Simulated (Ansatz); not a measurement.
**GeH8OSi2: a ladder of functionals and wavefunction methods**

An exercise on one series of results from a longer session: the logs are not shown, and one member is left open.

Method: functionals in def2-TZVPP, the program's frozen cores in correlated methods; program: Ansatz 0.2.0, Gaussian basis.

Levels to be run: LDA (SPW92), PBE-D4, revPBE-D4, BLYP-D4, r2SCAN-D4, B97M-V, PBE0-D4, B3LYP-D4, r2SCANh-D4, r2SCAN0-D4, HSE06-D4, BHLYP-D4, CAM-B3LYP-D4, LC-ωPBE, ωB97X-V, ωB97M-V, B2PLYP, PBE-QIDH; CCSD(T)/def2-SVP; CCSD(T)/def2-TZVPP; MP2/def2-QZVPP; extrapolation to the limit; RPA on PBE.

### The geometry

The geometry comes from an earlier relaxation with PBE0-D4 in a triple-zeta def2 set; it is a stationary point, not always the lowest conformer.

12 atoms, charge 0, spin multiplicity 1.

Atoms are counted from 1 here; the program's logs count them from 0.

Bond lengths: O1–Ge2 1.799 Å, O1–H5 0.960 Å, Ge2–Si3 2.382 Å, Ge2–Si4 2.393 Å, Ge2–H6 1.550 Å, Si3–H7 1.488 Å, Si3–H8 1.486 Å, Si3–H9 1.485 Å, Si4–H10 1.489 Å, Si4–H11 1.486 Å, Si4–H12 1.488 Å. Angles: Ge2–O1–H5 112.2°, O1–Ge2–Si3 104.2°, O1–Ge2–Si4 109.3°, O1–Ge2–H6 108.5°, Si3–Ge2–Si4 113.9°, Si3–Ge2–H6 111.2°, Si4–Ge2–H6 109.4°, Ge2–Si3–H7 108.5°, Ge2–Si3–H8 109.7°, Ge2–Si3–H9 110.8°, H7–Si3–H8 108.9°, H7–Si3–H9 109.2°, H8–Si3–H9 109.6°, Ge2–Si4–H10 110.0°, Ge2–Si4–H11 110.1°, Ge2–Si4–H12 110.0°, H10–Si4–H11 108.8°, H10–Si4–H12 108.8° and more.

Set-up of the first run:

Input file in.yaml:

```yaml
crystal:
  periodic: [false, false, false]
  atoms:
    - {symbol: O, position_ang: [-1.624463, 1.395423, -0.204011]}
    - {symbol: Ge, position_ang: [0.003233, 0.714583, 0.146803]}
    - {symbol: Si, position_ang: [-0.368119, -0.790432, 1.954952]}
    - {symbol: Si, position_ang: [0.865820, -0.332731, -1.823893]}
    - {symbol: H, position_ang: [-1.592401, 2.090046, -0.865655]}
    - {symbol: H, position_ang: [0.942310, 1.873927, 0.567754]}
    - {symbol: H, position_ang: [0.932052, -1.408244, 2.330864]}
    - {symbol: H, position_ang: [-1.306022, -1.861223, 1.530093]}
    - {symbol: H, position_ang: [-0.927194, -0.074015, 3.130045]}
    - {symbol: H, position_ang: [0.867370, 0.633804, -2.955972]}
    - {symbol: H, position_ang: [0.024503, -1.501428, -2.192038]}
    - {symbol: H, position_ang: [2.259913, -0.794513, -1.584942]}
basis:
  gaussian: {orbitals: def2-TZVPP}
hamiltonian: {xc: lda}
output: {orbitals: {seedname: orbitals}}
```

On the command line:

```sh
> ansatz run in.yaml --threads 4 --pin off --events-out ev --progress --plain --max-ram 10444MiB
```

Steps of the session up to this table: LDA; PBE-D4 (GGA); revPBE-D4 (GGA); BLYP-D4 (GGA); r2SCAN-D4 (meta-GGA); B97M-V (meta-GGA); B3LYP-D4 (hybrid); r2SCANh-D4 (hybrid); r2SCAN0-D4 (hybrid); HSE06-D4 (hybrid); BHLYP-D4 (hybrid); CAM-B3LYP-D4 (range-separated); LC-ωPBE (range-separated); ωB97X-V (range-separated); ωB97M-V (range-separated); B2PLYP (double hybrid); PBE-QIDH (double hybrid).

One table of the session follows, with a row left open; its other results are not shown here.

| functional | HOMO (eV) | gap (eV) |
| --- | --- | --- |
| LDA (SPW92) | -6.48 | 4.78 |
| PBE-D4 | -6.37 | 4.86 |
| revPBE-D4 | -6.32 | 4.92 |
| BLYP-D4 | -6.24 | 4.87 |
| r2SCAN-D4 | -6.65 | 5.38 |
| B97M-V | -6.82 | 5.39 |
| PBE0-D4 | -7.58 | 6.90 |
| B3LYP-D4 | -7.37 | 6.49 |
| r2SCANh-D4 | -7.10 | 6.12 |
| r2SCAN0-D4 | -7.75 | 7.20 |
| HSE06-D4 | -7.19 | 6.13 |
| BHLYP-D4 | -8.60 | 8.81 |
| CAM-B3LYP-D4 | ? | ? |
| LC-ωPBE | -10.09 | 11.56 |
| ωB97X-V | -9.78 | 11.11 |
| ωB97M-V | -9.59 | 10.66 |

Estimate the missing values for CAM-B3LYP-D4.

**Answer.** HOMO (eV): -8.82; gap (eV): 9.17. In the column «HOMO (eV)» it lies between ωB97M-V (-9.59) and BHLYP-D4 (-8.60).
